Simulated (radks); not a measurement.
**Valence configurations of Xe²⁺**

NIST gives [Kr] 4d10 5s2 5p4 as the ground configuration of Xe²⁺. Does this level of theory agree? Several fillings of the valence shells are run.

The numbers are computed with radks (a radial shooting solver on a logarithmic mesh, Libxc functionals) version 1 (Dirac Kohn-Sham, BLYP, spin-unpolarised, spherical densities, finite nucleus; open shells fill j = l - 1/2 first), except any that are marked as measured or tabulated.

## 1. Starting point

* element: xenon (Z = 54)
* charge: +2
* electrons: 52
* configuration: [Kr] 4d10 5s2 5p4
* nuclear rms radius: 4.7859 fm
* others tried: 4d10 5s1 5p5; 4d9.5 5s2 5p4.5; 4d9 5s2 5p5; 4d8 5s2 5p6; 4d10 5p6; 4d9 5s1 5p6

## 2. [Kr] 4d10 5s2 5p4

The run's settings:

```text
Z 54
configuration [Kr] 4d10 5s2 5p4
relativity Dirac
functional b88,lyp
spin unpolarised
j_filling energy
nucleus finite rms 4.7859 fm
c 137.035999084
```

## 3. [Kr] 4d10 5s1 5p5

Changes since step 2:

```diff
@@ -1,3 +1,3 @@
 Z 54
-configuration [Kr] 4d10 5s2 5p4
+configuration [Kr] 4d10 5s1 5p5
 relativity Dirac
```

## 4. [Kr] 4d9.5 5s2 5p4.5

Changes since step 3:

```diff
@@ -1,3 +1,3 @@
 Z 54
-configuration [Kr] 4d10 5s1 5p5
+configuration [Kr] 4d9.5 5s2 5p4.5
 relativity Dirac
```

## 5. [Kr] 4d9 5s2 5p5

Changes since step 4:

```diff
@@ -1,3 +1,3 @@
 Z 54
-configuration [Kr] 4d9.5 5s2 5p4.5
+configuration [Kr] 4d9 5s2 5p5
 relativity Dirac
```

## 6. [Kr] 4d8 5s2 5p6

Changes since step 5:

```diff
@@ -1,3 +1,3 @@
 Z 54
-configuration [Kr] 4d9 5s2 5p5
+configuration [Kr] 4d8 5s2 5p6
 relativity Dirac
```

## 7. [Kr] 4d10 5p6

Changes since step 6:

```diff
@@ -1,3 +1,3 @@
 Z 54
-configuration [Kr] 4d8 5s2 5p6
+configuration [Kr] 4d10 5p6
 relativity Dirac
```

## 8. [Kr] 4d9 5s1 5p6

Changes since step 7:

```diff
@@ -1,3 +1,3 @@
 Z 54
-configuration [Kr] 4d10 5p6
+configuration [Kr] 4d9 5s1 5p6
 relativity Dirac
```

Q: Predict the outcome of this session. Wanted: for each run, valence; E − E(NIST configuration); highest level; its energy; 1s shift.

The runs gave:

```
        valence  E − E(NIST configuration) (eV)  highest level  its energy (eV)  1s shift (eV)
   4d10 5s2 5p4                           0.000          5p3/2          -25.869          +0.00
   4d10 5s1 5p5                          13.210          5p3/2          -26.502          -1.52
       4d10 5p6                          26.587          5p3/2          -27.116          -3.01
4d9.5 5s2 5p4.5                          27.418          5p3/2          -26.727          -5.13
    4d9 5s2 5p5                          56.237          5p3/2          -27.572         -10.31
    4d9 5s1 5p6                          70.191          5p3/2          -28.174         -11.78
    4d8 5s2 5p6                          118.09          5p3/2          -29.228         -20.84
```

In words: The NIST configuration is the lowest of those tried, 13.210 eV under 4d10 5s1 5p5. The energies are those of spherical spin-averaged densities, not of single terms. The 1s eigenvalue shifts by up to 20.84 eV as the valence charge is rearranged.
